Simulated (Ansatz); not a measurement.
The same calculation of C2H4F2Si, SMILES FC1C[SiH]1F as a Python script and as an input file (Ansatz's Python interface).

`run_opt.py`
```python
"""Geometry optimisation of C2H4F2Si."""

import ansatz as az
from ase import Atoms
import numpy as np
import pandas as pd

atoms = Atoms(["F", "C", "C", "Si", "F", "H", "H", "H", "H"], positions=[
    (-0.0272, -0.6574, 2.0111),
    (0.0437, 0.2148, 0.8864),
    (1.0167, -0.2179, -0.107),
    (-1.1057, 0.0935, -0.385),
    (-1.1052, 1.2681, -1.4758),
    (0.1872, 1.2313, 1.2865),
    (1.407, 0.4687, -0.86),
    (1.1315, -1.2514, -0.3678),
    (-1.4594, -1.1959, -1.0057),
])
system = az.Crystal.molecule_from_ase(atoms)

model = (
    system.calculation()
    .basis(gaussian="def2-SVP")
    .functional("PBE0", dispersion="d4")
)
symbols = [site.symbol for site in system.cartesian_sites]
start = np.array([site.position_ang for site in system.cartesian_sites], dtype=float)
def progress(event):
    if event["event"] == "relax_step":
        row = event["data"]
        print(f"step {row['step']:3d}  E = {row['lagrangian_ev']:.6f} eV  max force {row['allowed_force_max_ev_ang']:.4f} eV/A")


summary = model.relax(force_tolerance=0.01, max_steps=100).session().plan().execute(on_event=progress).report
end = np.array(summary["positions_ang"])

print("reference energy %16.6f eV" % summary["reference_energy_ev"])
print("total energy     %16.6f eV" % summary["free_energy_ev"])
print("occupied (up, down):", summary["n_occupied"], " virtual:", summary["n_virtual"], " frozen:", summary["n_frozen"])

print("bond        before    after (A)")
for i, j in [(0, 1), (1, 2), (1, 3), (1, 5), (2, 3), (2, 6), (2, 7), (3, 4), (3, 8)]:
    d0, d1 = (np.linalg.norm(xyz[i] - xyz[j]) for xyz in (start, end))
    print(f"{symbols[i]}{i}-{symbols[j]}{j}".ljust(10), f"{d0:8.4f} {d1:8.4f}")

charges = summary["charge_distribution"]
table = pd.DataFrame({"atom": symbols, "mulliken": charges["mulliken_charges_e"], "lowdin": charges["lowdin_charges_e"]})
print(table.round(3).to_string())
print("dipole (e A):", np.round(charges["dipole_moment_e_ang"], 4) + 0.0)
with open("c2h4f2si_opt.xyz", "w") as handle:
    handle.write(f"{len(symbols)}\nrelaxed C2H4F2Si\n")
    handle.writelines(f"{s:2s} {x:11.6f} {y:11.6f} {z:11.6f}\n" for s, (x, y, z) in zip(symbols, end))
```

```console
$ python run_opt.py
step   1  E = -15429.637232 eV  max force 5.1025 eV/A
step   2  E = -15430.289937 eV  max force 3.0834 eV/A
step   3  E = -15430.792376 eV  max force 1.7649 eV/A
step   4  E = -15431.091832 eV  max force 1.3253 eV/A
step   5  E = -15431.180263 eV  max force 1.0052 eV/A
step   6  E = -15431.247579 eV  max force 0.1261 eV/A
step   7  E = -15431.249340 eV  max force 0.0306 eV/A
step   8  E = -15431.249582 eV  max force 0.0313 eV/A
step   9  E = -15431.249733 eV  max force 0.0226 eV/A
step  10  E = -15431.249742 eV  max force 0.0321 eV/A
step  11  E = -15431.249872 eV  max force 0.0110 eV/A
step  12  E = -15431.249883 eV  max force 0.0052 eV/A
reference energy    -15431.112908 eV
total energy        -15431.249907 eV
occupied (up, down): [24, 24]  virtual: [70, 70]  frozen: 0
bond        before    after (A)
F0-C1        1.4250   1.3623
C1-C2        1.4563   1.5449
C1-Si3       1.7182   1.8501
C1-H5        1.1018   1.1001
C2-Si3       2.1631   1.8434
C2-H6        1.0912   1.0959
C2-H7        1.0721   1.0995
Si3-F4       1.6030   1.6220
Si3-H8       1.4741   1.4767
  atom  mulliken  lowdin
0    F    -0.247   0.037
1    C     0.034  -0.126
2    C    -0.312  -0.155
3   Si     0.638   0.246
4    F    -0.336  -0.026
5    H     0.075   0.009
6    H     0.098   0.029
7    H     0.104   0.044
8    H    -0.054  -0.058
dipole (e A): [ 0.1132 -0.0583 -0.165 ]
```

`input.yaml`:
```yaml
crystal:
  periodic: [false, false, false]
  atoms:
    - { symbol: F, position_ang: [-0.0272, -0.6574, 2.0111] }
    - { symbol: C, position_ang: [0.0437, 0.2148, 0.8864] }
    - { symbol: C, position_ang: [1.0167, -0.2179, -0.107] }
    - { symbol: Si, position_ang: [-1.1057, 0.0935, -0.385] }
    - { symbol: F, position_ang: [-1.1052, 1.2681, -1.4758] }
    - { symbol: H, position_ang: [0.1872, 1.2313, 1.2865] }
    - { symbol: H, position_ang: [1.407, 0.4687, -0.86] }
    - { symbol: H, position_ang: [1.1315, -1.2514, -0.3678] }
    - { symbol: H, position_ang: [-1.4594, -1.1959, -1.0057] }
basis:
  gaussian:
    orbitals: def2-SVP
hamiltonian:
  xc: pbe0
  dispersion: d4
relax:
  f_tol: 0.01
  max_steps: 100
```

What to keep in mind:
- The settings weren't tested for convergence.
- The end point is the stationary point reached from this start; no frequency run checks that it is a minimum, and the basis set is modest.
- The Löwdin charges here are taken after orthogonalising the functions within each atom; they differ from plain Löwdin charges, and their signs can be unphysical.
- Total less reference energy is the dispersion correction.
- The whole script took 92 s on 1 thread of AMD EPYC 7R43 64-Core Processor (Zen 3) (shared host), peak memory 0.31 GiB.

(Lines on the test bed's own set-up are left out of the output.)
